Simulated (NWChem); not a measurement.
# the pair BH2SF···H2S: a chain of runs

We compute the energy (singlet BH4S2F, MP2/6-31G*), then the energy (singlet BH2SF, MP2/6-31G*), then a single-point energy (singlet H2S, MP2/6-31G*), then the energy (singlet BH2SF, MP2/6-31G*), then a single-point energy (singlet H2S, MP2/6-31G*) of BFH4S2 and its partners. 

The calculation is run with NWChem 7.3.0.

### Step 1. The system as given

BH4S2F: 8 atoms, total charge 0, spin state singlet. The two molecules were placed rigidly side by side, at 0.8 times their contact distance; the pair isn't optimised.

Bond lengths: F1–B2 1.322 Å, B2–S3 1.794 Å, B2–H4 1.194 Å, S3–H5 1.342 Å, S6–H7 1.341 Å, S6–H8 1.341 Å. Angles: F1–B2–S3 117.9°, F1–B2–H4 119.5°, S3–B2–H4 122.6°, B2–S3–H5 94.9°, H7–S6–H8 92.3°.

### Step 2. A single-point energy at MP2/6-31G(d) (spherical functions) (run 1)

sp.nw reads:

```
START sp
TITLE "BFH4S2"
memory total 2200 mb

GEOMETRY units au noautosym nocenter noautoz
  F  -2.13365197 -1.68408613 -2.00484824
  B  -0.79893841 -0.61298936 -0.18485301
  S   1.81871022  1.34797944 -1.07926038
  H  -1.36434447 -0.97543883  1.96905683
  H   2.47822463  1.92453488  1.29990481
  S   4.84514440  7.00850287 -0.64394307
  H   4.55828397  4.88341135  0.70707882
  H   2.47282002  7.75787376 -0.15934171
END

BASIS spherical bse
  F library 6-31G*
  B library 6-31G*
  S library 6-31G*
  H library 6-31G*
END

SCF
  thresh 1e-08
  maxiter 80
  noprint "final vectors analysis"
END

MP2
  freeze core 12
  tight
END

TASK mp2 energy
```

Run with:

```
$ nwchem sp.nw > sp.out
```

The program printed:

```text
[...]
  functions       =    72
[...]
  wavefunction    = RHF
[...]
         Total SCF energy =   -921.526835287905
      One-electron energy =  -1621.307081961608
      Two-electron energy =    525.568663071963
 Nuclear repulsion energy =    174.211583601741
        Time for solution =      8.7s
[...]
          Total MP2 energy          -922.014697756297
[...]
```

Run time: 11 s. Hardware: 1 thread of Intel Xeon Platinum 8488C (Sapphire Rapids), shared host; peak memory 0.16 GiB.

### Step 3. BH2SF: a single-point energy at MP2/6-31G(d) (spherical functions) (run 2)

bfh2s.nw reads:

```
start bfh2s
title "BFH2S mp2"
memory 2200 mb

geometry units au noautosym nocenter noautoz
   F     -2.13365197    -1.68408613    -2.00484824
   B     -0.79893841    -0.61298936    -0.18485301
   S      1.81871022     1.34797944    -1.07926038
   H     -1.36434447    -0.97543883     1.96905683
   H      2.47822463     1.92453488     1.29990481
end

basis spherical bse
   * library 6-31G*
end

scf
   thresh 1e-08
   maxiter 80
   print low
end

mp2
   freeze core 7
   tight
end

task mp2 energy
```

Run with:

```
$ nwchem bfh2s.nw > bfh2s.out
```

The program printed:

```text
[...]
  functions       =    50
[...]
  wavefunction    = RHF
[...]
         Total SCF energy =   -522.873268618553
      One-electron energy =   -895.645718310527
      Two-electron energy =    286.136822757594
 Nuclear repulsion energy =     86.635626934380
        Time for solution =      4.0s
[...]
          Total MP2 energy          -523.237370658329
[...]
```

Wall time 5.4 s (1 thread of Intel Xeon Platinum 8488C (Sapphire Rapids), shared host); peak memory 0.11 GiB.

### Step 4. H2S: the energy at MP2/6-31G(d) (spherical functions) (run 3)

h2s.nw reads:

```
start h2s
memory stack 880 mb heap 220 mb global 1100 mb
charge 0

geometry units angstrom noautosym nocenter noautoz
S      2.563940     3.708740    -0.340760
H      2.412140     2.584190     0.374170
H      1.308560     4.105290    -0.084320
end

basis spherical bse
* library 6-31G*
end

scf
thresh 1e-08
maxiter 80
print low
end

mp2
freeze core 5
tight
end

task mp2 energy
```

Run with:

```
$ nwchem h2s.nw > h2s.out
```

The program printed:

```text
[...]
  functions       =    22
[...]
  wavefunction    = RHF
[...]
         Total SCF energy =   -398.665396139060
      One-electron energy =   -576.512720425510
      Two-electron energy =    164.948241444812
 Nuclear repulsion energy =     12.899082841639
        Time for solution =      0.7s
[...]
          Total MP2 energy          -398.785554243549
[...]
```

It took 1.4 s on 1 thread of Intel Xeon Platinum 8488C (Sapphire Rapids), shared host; peak memory 0.097 GiB.

### Step 5. BH2SF among ghost functions: the energy at MP2/6-31G(d) (spherical functions, with ghost functions) (run 4)

bfh2s.nw reads:

```
start bfh2s
title "BFH2S"
memory 2200 mb
charge 0
geometry units atomic noautosym nocenter noautoz
  F  -2.13365197 -1.68408613 -2.00484824
  B  -0.79893841 -0.61298936 -0.18485301
  S   1.81871022  1.34797944 -1.07926038
  H  -1.36434447 -0.97543883  1.96905683
  H   2.47822463  1.92453488  1.29990481
  bqS      4.845144     7.008503    -0.643943
  bqH      4.558284     4.883411     0.707079
  bqH      2.472820     7.757874    -0.159342
end
basis spherical bse
  F library 6-31G*
  B library 6-31G*
  S library 6-31G*
  H library 6-31G*
  bqS library S 6-31G*
  bqH library H 6-31G*
end
scf
  singlet
  rhf
  thresh 1e-08
  maxiter 80
  print low
end
mp2
  freeze core 7
  tight
end
task mp2 energy
```

Run with:

```
$ nwchem bfh2s.nw > bfh2s.out
```

The program printed:

```text
[...]
  functions       =    72
[...]
  wavefunction    = RHF
[...]
         Total SCF energy =   -522.873453919291
      One-electron energy =   -895.641004473050
      Two-electron energy =    286.131923619380
 Nuclear repulsion energy =     86.635626934380
        Time for solution =      8.3s
[...]
          Total MP2 energy          -523.238195912805
[...]
```

Run time: 11 s. Hardware: 1 thread of Intel Xeon Platinum 8488C (Sapphire Rapids), shared host; peak memory 0.15 GiB.

### Step 6. H2S among ghost functions: the energy at MP2/6-31G(d) (spherical functions, with ghost functions) (run 5)

m1.nw reads:

```
start m1
memory stack 880 mb heap 220 mb global 1100 mb
geometry units angstroms noautosym nocenter noautoz
   S      2.563940     3.708740    -0.340760
   H      2.412140     2.584190     0.374170
   H      1.308560     4.105290    -0.084320
   bqF     -1.129080    -0.891180    -1.060920
   bqB     -0.422780    -0.324380    -0.097820
   bqS      0.962420     0.713320    -0.571120
   bqH     -0.721980    -0.516180     1.041980
   bqH      1.311420     1.018420     0.687880
end
basis spherical bse
   S library 6-31G*
   H library 6-31G*
   bqF library F 6-31G*
   bqB library B 6-31G*
   bqS library S 6-31G*
   bqH library H 6-31G*
end
scf
   thresh 1e-08
   maxiter 80
   noprint "final vectors analysis"
end
mp2
   freeze core 5
   tight
end
task mp2 energy
```

Run with:

```
$ nwchem m1.nw > m1.out
```

The program printed:

```text
[...]
  functions       =    72
[...]
  wavefunction    = RHF
[...]
         Total SCF energy =   -398.665870266286
      One-electron energy =   -576.506434813725
      Two-electron energy =    164.941481705800
 Nuclear repulsion energy =     12.899082841639
        Time for solution =      5.8s
[...]
          Total MP2 energy          -398.787171208989
[...]
```

Run time: 7.8 s. Hardware: 1 thread of Intel Xeon Platinum 8488C (Sapphire Rapids), shared host; peak memory 0.12 GiB.

### Step 7. Summary of results

| quantity | value |
| --- | --- |
| run 1, MP2/6-31G*: total energy | -922.01470 Eh |
| run 1, MP2/6-31G*: correlation energy (12 core orbitals frozen) | -487.9 mEh |
| BH2SF: total energy | -523.23737 Eh |
| BH2SF: correlation energy (7 core orbitals frozen) | -364.1 mEh |
| H2S: total energy | -398.78555 Eh |
| H2S: correlation energy (5 core orbitals frozen) | -120.2 mEh |
| BH2SF among ghost functions: total energy | -523.23820 Eh |
| BH2SF among ghost functions: correlation energy (7 core orbitals frozen) | -364.7 mEh |
| H2S among ghost functions: total energy | -398.78717 Eh |
| H2S among ghost functions: correlation energy (5 core orbitals frozen) | -121.3 mEh |
| interaction energy of the rigid parts BH2SF and H2S (parts in their own basis; closest atoms 1.94 Å apart) | 0.224 eV |
| interaction energy of the rigid parts BH2SF and H2S (parts in the whole basis, counterpoise; closest atoms 1.94 Å apart) | 0.290 eV |

In words: The interaction energy of the rigid parts BH2SF and H2S (parts in their own basis; closest atoms 1.94 Å apart) is 0.22 eV (5.2 kcal/mol): the parts repel at this shape. Without counterpoise this holds the superposition error of the basis. The interaction energy of the rigid parts BH2SF and H2S (parts in the whole basis, counterpoise; closest atoms 1.94 Å apart) is 0.29 eV (28.0 kJ/mol): the parts repel at this shape. The basis-set superposition error is 6.4 kJ/mol. Mulliken charges (run 1, MP2/6-31G*) run from -0.37 on F1 to +0.51 on B2; they depend strongly on the basis.
